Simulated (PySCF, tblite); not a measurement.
# C7H10N radical: geometry, infrared bands and EPR parameters

Aim: predict the infrared bands and EPR parameters of C7H10N radical (`[CH2]N[C@@H]1[C@@H]2C[C@H]3[C@@H]2[C@H]31`).

Computed with tblite 0.8.0 and PySCF 2.14.0, with density-fitted response routines of our own, on a single molecule in the gas phase. Atoms count from 0, in the outputs and in this text.

## Step 1: The starting structure

18 atoms, charge 0, multiplicity 2; geometry from: force field or distance geometry start.

Bonds of the start (Å): C0–N1 1.46, N1–C2 1.48, C2–C3 1.59, C3–C4 1.58, C4–C5 1.49, C5–C6 1.47, C6–C7 1.47, C7–C2 1.49, C6–C3 1.46, C7–C5 1.49, C0–H8 1.09, C0–H9 1.10, N1–H10 1.01, C2–H11 1.10, C3–H12 1.10, C4–H13 1.10, C4–H14 1.10, C5–H15 1.07, C6–H16 1.07, C7–H17 1.09.

## Step 2: Geometry optimisation with GFN2-xTB

What the job is given:

```
{"job": {"kind": "relax", "xc": "GFN2-xTB", "basis": "xTB"}, "charge": 0, "multiplicity": 2}
C     -2.334200     1.188700     0.716000
N     -1.553200     0.530800    -0.333500
C     -0.706200    -0.546200     0.228100
C      0.654300     0.094400     0.754700
C      1.498700     0.872700    -0.334100
C      1.406200    -0.398600    -1.109000
C      1.267100    -1.097000     0.180100
C      0.167400    -1.172400    -0.798100
H     -1.989500     1.250800     1.745300
H     -3.274200     1.692300     0.461000
H     -2.109900     0.253600    -1.134400
H     -1.223200    -1.251600     0.898200
H      0.747400     0.360100     1.821600
H      1.004500     1.741000    -0.784000
H      2.504500     1.173200    -0.021800
H      2.207300    -0.672000    -1.756600
H      1.838200    -1.867400     0.646200
H     -0.114100    -2.146300    -1.191200
```

Command:

```
OMP_NUM_THREADS=1 python probes_run.py task.json out
```

This one command runs all jobs of the session in turn.

**Question.** This job is followed by: GFN2-xTB harmonic vibrations, gas phase; UKS B3LYP, pcH-1 on C H N, non-relativistic, mean-field spin-orbit, GIAO. Predict these results of the whole session: strongest single infrared mode (GFN2-xTB); zero-point energy (GFN2-xTB); g(iso) (B3LYP); ⟨S²⟩; largest a(iso) (averaged by class); surface potential, 1st and 99th percentile.

**Answer**, as computed:

| quantity | value |
| --- | --- |
| strongest single infrared mode (GFN2-xTB) | 578 cm⁻¹, 98 km/mol |
| zero-point energy (GFN2-xTB) | 94.8 kcal/mol |
| g(iso) (B3LYP) | 2.00278 |
| ⟨S²⟩ | 0.753 (exact 0.75) |
| largest a(iso) (averaged by class) | 13C on C0, 125.7 MHz |
| surface potential, 1st and 99th percentile | -1.15 V and 1.34 V |

What this shows: Over 132 steps the energy fell by 1.521 eV; of the close pairs, C3–C6 changed most, 1.458 to 1.554 Å. No mode is imaginary among the 48: a minimum at this level. The strongest single mode, at 578 cm⁻¹, is spread over several atoms, H8, H10, H9, C0 among them. GFN2-xTB is a fitted tight-binding method: band positions and strengths are rough. Its intensities can rank the bands wrongly. Most of the unpaired spin sits on C0 (0.86 e). The isotropic g lies 0.5 ppt above the free-electron value.
